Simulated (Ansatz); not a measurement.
# Ca3As: the cost of one run

Computed with Ansatz 0.2.0 (DFT PBE, scalar-relativistic, plane waves, PAW, unless a step names another level, unless a step's input says otherwise).

2 further runs of the same task are left out: 1 that didn't finish, 1 set aside as unsound or not needed.

## 1. The system as given

The structure is orthorhombic, space group Immm (No. 71). Conventional cell: a = 4.166 Å, b = 5.763 Å, c = 12.454 Å, α = 90.00°, β = 90.00°, γ = 90.00°. Ca (site symmetry mm2) is surrounded by 2 As at 2.90 Å. Ca (site symmetry mmm) has 2 As at 2.88 Å as nearest neighbours. Around As (site symmetry mmm) lie 6 Ca at 2.88 to 2.90 Å.

As a file:

```cif
data_structure
_symmetry_space_group_name_H-M 'P 1'
_symmetry_Int_Tables_number 1
_cell_length_a 7.1707
_cell_length_b 7.1707
_cell_length_c 7.1707
_cell_angle_alpha 146.223
_cell_angle_beta 132.616
_cell_angle_gamma 59.450
_cell_volume 149.51
loop_
_atom_site_label
_atom_site_type_symbol
_atom_site_fract_x
_atom_site_fract_y
_atom_site_fract_z
_atom_site_occupancy
Ca1 Ca 0.16161 0.16161 0.00000 1
Ca2 Ca 0.83839 0.83839 0.00000 1
Ca3 Ca 0.50000 0.50000 0.00000 1
As1 As 0.00000 0.50000 0.50000 1
```

It came out lowest among 21 distinct ends of the trial cells. At a tolerance of 0.05 Å it has space group Immm (No. 71).

## 2. A stricter relaxation, on the response runs' mesh and smearing

The input, input.yaml:

```yaml
crystal:
  lattice:
    - [-2.0831619168, 2.8813130417, 6.2271530541]
    - [2.0831619168, -2.8813130417, 6.2271530541]
    - [2.0831619168, 2.8813130417, -6.2271530541]
  atoms:
    - { symbol: Ca, position: [0.1616069445, 0.1616069445, 0.0] }
    - { symbol: Ca, position: [0.8383930555, 0.8383930555, 0.0] }
    - { symbol: Ca, position: [0.5, 0.5, 0.0] }
    - { symbol: As, position: [0.0, 0.5, 0.5] }
basis:
  ecutwfc: 420
kpoints:
  mp_grid: { grid: [10, 10, 10] }
hamiltonian:
  xc: pbe
scf:
  occupations: { method: gaussian, width: 0.1 }
output:
  forces: true
  stress: true
  eigenvalues: true
relax:
  adjacent_minimum: "off"
  f_tol: 0.001
  max_steps: 60
  cell: { stress_tol: 0.01 }
```

Run with:

```
$ ansatz run input.yaml --threads 3 --pin off --max-ram 7680MiB --backend cpu --events-out ev --progress --plain --runs-dir out
```

**Question.** How long does this run take on 3 threads of AMD EPYC (Zen 3), shared host, and how much memory does it need?

About 3.2 min, with a peak of 0.82 GiB.
